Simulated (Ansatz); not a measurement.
# BClHI (SMILES ClBI): single points off equilibrium

One table from this session's results is given with a row withheld; the runs are named, their logs left out.

The runs use Ansatz 0.2.0, Gaussian basis; single points in def2-TZVPP.

Cores are frozen in the correlated methods. Filled d shells of the heavier atoms are correlated. Core potentials replace the inner electrons past krypton, and spin-orbit coupling is left out.

## Starting geometry

4 atoms, charge 0, spin multiplicity 1.

Atoms are counted from 1 here; the program's logs count them from 0.

Bond lengths: Cl1–B2 1.708 Å, B2–I3 2.315 Å, B2–H4 1.330 Å. Angles: Cl1–B2–I3 119.6°, Cl1–B2–H4 108.5°, I3–B2–H4 131.8°.

Geometry (Å):

```xyz
4
BClHI
Cl   -1.5885   -0.6865   -0.0113
B    -0.0811    0.1128   -0.0972
I     1.7335   -0.7415    1.0589
H    -0.2300    1.2192   -0.8205
```

The first run:

Input file run/in.yaml:

```yaml
crystal:
  periodic: [false, false, false]
  atoms:
    - {symbol: Cl, position_ang: [-1.588500, -0.686500, -0.011300]}
    - {symbol: B, position_ang: [-0.081100, 0.112800, -0.097200]}
    - {symbol: I, position_ang: [1.733500, -0.741500, 1.058900]}
    - {symbol: H, position_ang: [-0.230000, 1.219200, -0.820500]}
basis:
  gaussian: {orbitals: def2-TZVPP}
correlation: {method: ccsd_t}
output: {forces: true}
```

The command line of these runs was not kept.

Steps of the session up to this table: CCSD(T)/def2-TZVPP; PBE0-D4/def2-TZVPP; wB97M-V/def2-TZVPP; r2SCAN-D4/def2-TZVPP; PBE-D4/def2-TZVPP; r2SCANh-D4/def2-TZVPP; BHLYP-D4/def2-TZVPP.

One table of the session follows, with a row left open; its other results are not shown here.

```
    method  RMS force component (eV/Å)  angle to CCSD(T) forces (°)  dipole (D)
   CCSD(T)                       1.163                    reference        0.68
   PBE0-D4                           ?                            ?           ?
   wB97M-V                       1.173                          3.6        0.79
 r2SCAN-D4                       1.110                          3.2        0.70
    PBE-D4                       1.045                          1.4        0.60
r2SCANh-D4                       1.130                          4.2        0.73
  BHLYP-D4                       1.198                          6.7        0.77
```

Estimate the missing values for PBE0-D4.

As computed: RMS force component (eV/Å): 1.114; angle to CCSD(T) forces (°): 4.4; dipole (D): 0.70. In the column «RMS force component (eV/Å)» it lies between r2SCAN-D4 (1.110) and r2SCANh-D4 (1.130).
